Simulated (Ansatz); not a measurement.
# BrFH6Si2: the cost of one run

Method: RHF/def2-SVP, in Ansatz 0.2.0.

## Step 1: The starting structure

Bond lengths: Si1–Br2 2.701 Å, Si1–H3 1.484 Å, Si1–H4 1.458 Å, Si1–Si5 2.318 Å, Si1–F7 2.007 Å, Si5–H8 1.464 Å, Si5–H9 1.465 Å, Si5–H10 1.465 Å. Angles (14 of 16 angles, heavy atoms first): Br2–Si1–Si5 112.4°, Br2–Si1–F7 73.4°, Si5–Si1–F7 87.8°, Br2–Si1–H3 85.8°, Br2–Si1–H4 106.2°, H3–Si1–Si5 106.7°, H3–Si1–F7 158.1°, H4–Si1–Si5 133.8°, H4–Si1–F7 79.6°, Si1–Si5–H8 113.3°, Si1–Si5–H9 112.1°, Si1–Si5–H10 106.4°, H3–Si1–H4 100.4°, H8–Si5–H9 107.9°.

Coordinates:

```xyz
10

Si   -0.3385   -0.8608    0.0924
Br    2.2132   -1.7198   -0.1252
H    -0.6208   -1.7522   -1.0599
H    -0.9364   -1.6319    1.1751
Si   -0.6051    1.3133   -0.6650
H     1.7237   -0.6053    1.4454
F     0.6565   -0.1091    1.6647
H    -0.1886    2.3225    0.3105
H     0.1315    1.5580   -1.9073
H    -2.0354    1.4854   -0.9305
```

## Step 2: Pulling towards end A

Springs on the bonds that form and break draw the guess towards this end; the thresholds are loose.

Input file input.yaml:

```yaml
crystal:
  periodic: [false, false, false]
  atoms:
    - { symbol: Si, position_ang: [-0.3385, -0.8608, 0.0924] }
    - { symbol: Br, position_ang: [2.2132, -1.7198, -0.1252] }
    - { symbol: H, position_ang: [-0.6208, -1.7522, -1.0599] }
    - { symbol: H, position_ang: [-0.9364, -1.6319, 1.1751] }
    - { symbol: Si, position_ang: [-0.6051, 1.3133, -0.665] }
    - { symbol: H, position_ang: [1.7237, -0.6053, 1.4454] }
    - { symbol: F, position_ang: [0.6565, -0.1091, 1.6647] }
    - { symbol: H, position_ang: [-0.1886, 2.3225, 0.3105] }
    - { symbol: H, position_ang: [0.1315, 1.558, -1.9073] }
    - { symbol: H, position_ang: [-2.0354, 1.4854, -0.9305] }
basis:
  gaussian: { orbitals: def2-SVP }
hamiltonian:
  xc: hf
relax:
  f_tol: 0.15
  max_steps: 25
  restrain:
    - { distance: [0, 6], at: 2.98, k: 30.0 }
    - { distance: [5, 1], at: 2.81, k: 30.0 }
    - { distance: [0, 1], at: 2.31, k: 30.0 }
    - { distance: [5, 6], at: 0.88, k: 30.0 }
```

On the command line:

```sh
ansatz run input.yaml --threads 2 --pin off --max-ram 3072MiB --backend cpu --events-out ev --progress --plain --runs-dir out
```

What time and memory should one allow on 2 threads of AMD EPYC 7R13 (Zen 3), shared host?

About 17 s, with a peak of 0.27 GiB.
